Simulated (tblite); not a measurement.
# AlH4O2Se: the cost of one run

Computed with tblite 0.8.0 and PySCF 2.14.0; each step states its level. No surroundings beyond the atoms listed, unless a continuum is named. Atoms count from 0, parts from 1.

## (1) Starting point

8 atoms, charge 0, multiplicity 2; geometry: rigid parts in contact. Parts: 1 = atoms 0–4, `[OH][Al][OH]`, charge 0; 2 = atoms 5–7, `[SeH2]`, charge 0.

## (2) Bringing the parts together with GFN2-xTB

The job: settings as JSON, then the geometry in Å.

```
{"job": {"kind": "dock", "xc": "GFN2-xTB", "basis": "xTB"}, "charge": 0, "multiplicity": 2, "parts": [{"atoms": "0-4", "charge": 0, "multiplicity": 2}, {"atoms": "5-7", "charge": 0, "multiplicity": 1}]}
O      1.427402     0.666349     0.321198
Al     0.009837     0.192164    -0.400203
O     -1.425871    -0.640123    -0.377154
H      2.225136     0.912560     0.773544
H     -2.236504    -1.130950    -0.317386
Se     2.383615     0.514603    -3.336147
H      1.419804     1.027280    -2.400944
H      1.374332    -0.262226    -4.002689
```

Method: GFN2-xTB search for minima from random contacts, gas phase.

Run with:

```
$ OMP_NUM_THREADS=1 python cluster_run.py task.json out
```

The driver reads the jobs from task.json and runs them one after another.

**Question.** How long does this first job take on 1 thread of Intel Xeon Platinum 8259CL at 2.50GHz, shared host?

About 8 s.
